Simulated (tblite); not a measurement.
# AlSiH5S (SMILES [SiH3][AlH][SH]): GFN1-xTB

Aim: the electronic atomisation energy of AlSiH5S at GFN1-xTB, from 5 runs. 

The calculation is run with tblite 0.8.0.

11 further runs of the same task are left out: 11 set aside as unsound or not needed.

## (1) The system as given

AlSiH5S: 8 atoms, total charge 0, spin state singlet. As SMILES, `[SiH3][AlH][SH]`. The shape was relaxed beforehand at GFN1-xTB. This is one conformer, not always the lowest.

Bond lengths: Si1–Al2 2.382 Å, Al2–S3 2.155 Å, Si1–H4 1.481 Å, Si1–H5 1.480 Å, Si1–H6 1.476 Å, Al2–H7 1.583 Å, S3–H8 1.325 Å. Angles: Si1–Al2–S3 114.6°, Si1–Al2–H7 128.4°, S3–Al2–H7 117.1°, Al2–Si1–H4 114.4°, Al2–Si1–H5 115.7°, Al2–Si1–H6 123.1°, Al2–S3–H8 102.2°, H4–Si1–H5 99.6°, H4–Si1–H6 100.4°, H5–Si1–H6 100.0°.

## (2) The harmonic vibrations at GFN1-xTB

Contents of geom.xyz:

```xyz
8

Si    -0.806666     1.234719    -0.101268
Al     0.849341    -0.433551     0.281590
S      0.268415    -2.424508    -0.305473
H     -2.179060     0.833934     0.286887
H     -1.043911     1.589776    -1.518136
H     -0.745047     2.583233     0.494817
H      2.299892    -0.256318     0.889271
H      1.357056    -3.127275    -0.027698
```

Contents of run.py:

```python
# GFN1-xTB harmonic vibrations
import json
import numpy as np
from tblite.interface import Calculator
from tblite.interface import symbols_to_numbers
from ase.data import atomic_masses

symbols = list(map(str, np.loadtxt("geom.xyz", skiprows=2, usecols=0, dtype=str, ndmin=1)))
numbers = np.array(symbols_to_numbers(symbols))
positions = np.loadtxt("geom.xyz", skiprows=2, usecols=(1, 2, 3), ndmin=2) / 0.5291772

xtb = Calculator("GFN1-xTB", numbers, positions, charge=0, uhf=0)
xtb.set("verbosity", 0)
xtb.set("accuracy", 0.01)
res = xtb.singlepoint()
h = 0.005  # bohr
n = positions.size
H, D = np.zeros((n, n)), np.zeros((n, 3))
for a in range(n):
    g, d = [], []
    for sign in (1, -1):
        x = positions.ravel().copy()
        x[a] += sign * h
        xtb.update(x.reshape(-1, 3))
        y = xtb.singlepoint()
        g.append(y.get('gradient').ravel())
        d.append(y.get('dipole'))
    H[a], D[a] = (g[0] - g[1]) / (2 * h), (d[0] - d[1]) / (2 * h)
mass = np.repeat(atomic_masses[numbers], 3)
H = (H + H.T) / 2 / np.sqrt(np.outer(mass, mass))
# project out translations and rotations
com = positions - atomic_masses[numbers] @ positions / atomic_masses[numbers].sum()
T = [np.tile(v, len(numbers)) for v in np.eye(3)] + [np.cross(com, v).ravel() for v in np.eye(3)]
U, sv, _ = np.linalg.svd((np.array(T) * np.sqrt(mass)).T)
Q = U[:, (sv > 1e-3 * sv.max()).sum():]
w, V = np.linalg.eigh(Q.T @ H @ Q)
freq = np.sign(w) * np.sqrt(np.abs(w)) * 5140.487
inten = (((Q @ V).T / np.sqrt(mass)) @ D) ** 2
inten = inten.sum(axis=1) * 974.88
print(f"E = {res.get('energy'):.8f} Eh, max gradient {np.abs(res.get('gradient')).max():.2e} Eh/bohr")
print("mode   frequency/cm^-1   IR/(km/mol)")
for i, (v, s) in enumerate(zip(freq, inten), 1):
    print(f"{i:4d} {v:14.2f} {s:14.3f}")
zpe = freq[freq > 0].sum() / 2 / 219474.63
print(f"imaginary modes: {(freq < -10).sum()}, zero-point energy {zpe:.6f} Eh = {zpe * 27.211386:.4f} eV")
out = {k: np.asarray(res.get(k)).tolist() for k in ("energy", "gradient", "charges", "dipole", "orbital-energies", "orbital-occupations")}
out.update(symbols=symbols, positions=(positions * 0.529177210903).tolist(), frequencies=freq.tolist(), intensities=inten.tolist(), zpe=zpe)
json.dump(out, open("results.json", "w"))
```

On the command line:

```
$ python run.py
```

What it wrote:

```text
E = -9.56930544 Eh, max gradient 2.27e-05 Eh/bohr
mode   frequency/cm^-1   IR/(km/mol)
   1          24.83          0.353
   2          96.25          8.934
   3         189.04          7.132
   4         291.56        186.779
   5         322.85         82.370
   6         400.70          9.394
   7         402.60          4.487
   8         493.52          7.839
   9         539.83        122.554
  10         619.84        869.210
  11         851.09        975.613
  12         884.66        246.863
  13         890.01        278.914
  14        1571.48        933.985
  15        2033.77        458.939
  16        2045.71        368.360
  17        2071.15        302.390
  18        2571.82        213.437
imaginary modes: 0, zero-point energy 0.037136 Eh = 1.0105 eV
```

Run time: 0.54 s. Hardware: 1 thread of Intel Xeon at 2.70GHz, shared host.

## (3) The Al atom: a single-point energy at GFN1-xTB

Contents of script.py:

```python
import json
import numpy as np
from ase import Atoms
from ase.units import Bohr
from tblite.ase import TBLite
from ase.units import kcal, mol as mol_
from ase.units import Debye

molecule = Atoms(["Al"], positions=Bohr * np.array([
    [0.000000, 0.000000, 0.000000],
]))
start = molecule.get_positions()

molecule.calc = TBLite(
    method="GFN1-xTB",
    multiplicity=2,
    accuracy=0.1,
    spin_polarization=1.0,
)
print(f"E: {molecule.get_potential_energy() / (kcal / mol_):.6f} kcal/mol")
print(f"Dipole: {np.linalg.norm(molecule.get_dipole_moment()) / Debye:.4f} D")
for a, q in zip(molecule, molecule.get_charges()):
    print(f"{a.symbol}{a.index + 1} {q:+.4f}")
json.dump(dict(energy=molecule.get_potential_energy(), forces=molecule.get_forces().tolist(), dipole=molecule.get_dipole_moment().tolist(), charges=molecule.get_charges().tolist(),
               symbols=molecule.get_chemical_symbols(), start=start.tolist(), final=molecule.positions.tolist()), open("results.json", "w"))
```

Run the same way, it converges to -1.08458 Eh (log not shown).

## (4) The H atom: the energy at GFN1-xTB

Contents of start.xyz:

```xyz
1

H      0.000000     0.000000     0.000000
```

Contents of run.py:

```python
"""GFN1-xTB single point"""
import json
import numpy as np
from tblite.interface import Calculator
from tblite.interface import symbols_to_numbers

symbols = list(map(str, np.loadtxt("start.xyz", skiprows=2, usecols=0, dtype=str, ndmin=1)))
numbers = np.array(symbols_to_numbers(symbols))
positions = np.loadtxt("start.xyz", skiprows=2, usecols=(1, 2, 3), ndmin=2) / 0.5291772

tb = Calculator("GFN1-xTB", numbers, positions, charge=0, uhf=1)
tb.set("accuracy", 0.1)
tb.add("spin-polarization", 1.0)
res = tb.singlepoint()

print(f"Energy: {res.get('energy') * 627.5095:.8f} kcal/mol")
eps = np.atleast_2d(res.get("orbital-energies")) * 27.211386
occ = np.atleast_2d(res.get("orbital-occupations"))
filled = occ.sum(axis=0) if eps.shape[0] == 1 else occ[0]
homo = np.nonzero(filled > 0.5)[0].max()
print("  MO   occupation   energy/eV")
for i in range(max(0, homo - 4), min(eps.shape[1], homo + 5)):
    print(f"{i + 1:4d} {filled[i]:10.4f} {eps[0, i]:12.4f}")
mu = res.get("dipole") * 2.541746
print(f"dipole: {np.linalg.norm(mu):.4f} D, components " + " ".join(f"{c:.4f}" for c in mu))
q = res.get("charges")
print("Charges:", " ".join(f"{s}{i + 1}={c:+.4f}" for i, (s, c) in enumerate(zip(symbols, q))))
out = {k: np.asarray(res.get(k)).tolist() for k in ("energy", "gradient", "charges", "dipole", "orbital-energies", "orbital-occupations")}
out.update(symbols=symbols, positions=(positions * 0.529177210903).tolist())
json.dump(out, open("results.json", "w"))
```

Run the same way, it converges to -0.43724 Eh (log not shown).

## (5) The S atom: a single-point energy at GFN1-xTB

Contents of job.py:

```python
# GFN1-xTB single point
import json
import numpy as np
from tblite.interface import Calculator

symbols = ["S"]
numbers = np.array([16])
positions = np.array([
    [0.000000, 0.000000, 0.000000],
]) / 0.52917721

xtb = Calculator("GFN1-xTB", numbers, positions, charge=0, uhf=2)
xtb.set("verbosity", 0)
xtb.set("accuracy", 0.1)
xtb.add("spin-polarization", 1.0)
wfn = xtb.singlepoint()

print(f"E(total): {wfn.get('energy') * 2625.4996:.8f} kJ/mol")
eps = np.atleast_2d(wfn.get("orbital-energies")) * 27.211386
occ = np.atleast_2d(wfn.get("orbital-occupations"))
filled = occ.sum(axis=0) if eps.shape[0] == 1 else occ[0]
homo = np.nonzero(filled > 0.5)[0].max()
print(f"HOMO {eps[0, homo]:.4f} eV")
if homo + 1 < eps.shape[1]:
    print(f"LUMO {eps[0, homo + 1]:.4f} eV, gap {eps[0, homo + 1] - eps[0, homo]:.4f} eV")
mu = wfn.get("dipole") * 2.541746
print(f"|mu|: {np.linalg.norm(mu):.4f} D, components " + " ".join(f"{c:.4f}" for c in mu))
q = wfn.get("charges")
print("Charges:", " ".join(f"{s}{i + 1}={c:+.4f}" for i, (s, c) in enumerate(zip(symbols, q))))
out = {k: np.asarray(wfn.get(k)).tolist() for k in ("energy", "gradient", "charges", "dipole", "orbital-energies", "orbital-occupations")}
out.update(symbols=symbols, positions=(positions * 0.529177210903).tolist())
json.dump(out, open("results.json", "w"))
```

On the command line:

```
$ python job.py
```

What it wrote:

```text
E(total): -9360.18594679 kJ/mol
HOMO -12.9637 eV
LUMO -2.3739 eV, gap 10.5898 eV
|mu|: 0.0000 D, components 0.0000 0.0000 0.0000
Charges: S1=-0.0000
```

Wall time 0.25 s (1 thread of Intel Xeon at 2.70GHz, shared host).

## (6) The Si atom: a single-point energy at GFN1-xTB

Contents of script.py:

```python
# GFN1-xTB single point
import json
import numpy as np
from tblite.interface import Calculator
from tblite.interface import symbols_to_numbers

geometry = """
Si     0.000000     0.000000     0.000000
"""
lines = [l.split() for l in geometry.strip().splitlines()]
symbols = [l[0] for l in lines]
numbers = np.array(symbols_to_numbers(symbols))
positions = np.array([l[1:4] for l in lines], float) / 0.529177210903

calculator = Calculator("GFN1-xTB", numbers, positions, charge=0, uhf=2)
calculator.set("accuracy", 0.1)
calculator.add("spin-polarization", 1.0)
res = calculator.singlepoint()

print(f"Total energy: {res.get('energy'):.8f} Eh")
eps = np.atleast_2d(res.get("orbital-energies")) * 27.211386
occ = np.atleast_2d(res.get("orbital-occupations"))
filled = occ.sum(axis=0) if eps.shape[0] == 1 else occ[0]
homo = np.nonzero(filled > 0.5)[0].max()
print("  MO   occupation   energy/eV")
for i in range(max(0, homo - 4), min(eps.shape[1], homo + 5)):
    print(f"{i + 1:4d} {filled[i]:10.4f} {eps[0, i]:12.4f}")
mu = res.get("dipole") * 2.541746
print(f"dipole: {np.linalg.norm(mu):.4f} D, components " + " ".join(f"{c:.4f}" for c in mu))
q = res.get("charges")
print("Charges:", " ".join(f"{s}{i + 1}={c:+.4f}" for i, (s, c) in enumerate(zip(symbols, q))))
out = {k: np.asarray(res.get(k)).tolist() for k in ("energy", "gradient", "charges", "dipole", "orbital-energies", "orbital-occupations")}
out.update(symbols=symbols, positions=(positions * 0.529177210903).tolist())
json.dump(out, open("results.json", "w"))
```

Run the same way, it converges to -1.65220 Eh (log not shown).

## (7) Summary of results

At GFN1-xTB:

| quantity | value |
| --- | --- |
| molecule: total energy | -9.56931 Eh |
| molecule: dipole moment | 2.24 D |
| molecule: HOMO energy | -11.18 eV |
| molecule: LUMO energy | -6.76 eV |
| molecule: HOMO–LUMO gap | 4.42 eV |
| molecule: largest force on an atom | 0.001 eV/Å |
| molecule: lowest harmonic wavenumber | 25 cm⁻¹ |
| molecule: highest harmonic wavenumber | 2572 cm⁻¹ |
| molecule: zero-point energy | 97.5 kJ/mol |
| Al atom: total energy | -1.08458 Eh |
| Al atom: dipole moment | 0.00 D |
| Al atom: largest force on an atom | 0.000 eV/Å |
| H atom: total energy | -0.43724 Eh |
| H atom: dipole moment | 0.00 D |
| H atom: HOMO energy (as the program lists it) | -12.87 eV |
| H atom: largest force on an atom | 0.000 eV/Å |
| S atom: total energy | -3.56511 Eh |
| S atom: dipole moment | 0.00 D |
| S atom: HOMO energy (as the program lists it) | -12.96 eV |
| S atom: LUMO energy (as the program lists it) | -2.37 eV |
| S atom: largest force on an atom | 0.000 eV/Å |
| Si atom: total energy | -1.65220 Eh |
| Si atom: dipole moment | 0.00 D |
| Si atom: HOMO energy (as the program lists it) | -8.34 eV |
| Si atom: LUMO energy (as the program lists it) | -3.14 eV |
| Si atom: largest force on an atom | 0.000 eV/Å |
| electronic atomisation energy | 29.421 eV |

Taking the molecule apart into free atoms costs 29.42 eV (2839 kJ/mol), before zero-point energy and without spin-orbit coupling. Tight-binding and semi-empirical models aren't fitted to free atoms, so this value can be far from the true one. All 18 modes (molecule) are real, though the softest (25 cm⁻¹) is within numerical noise. Mulliken charges (molecule) run from -0.24 on S3 to +0.24 on Al2.
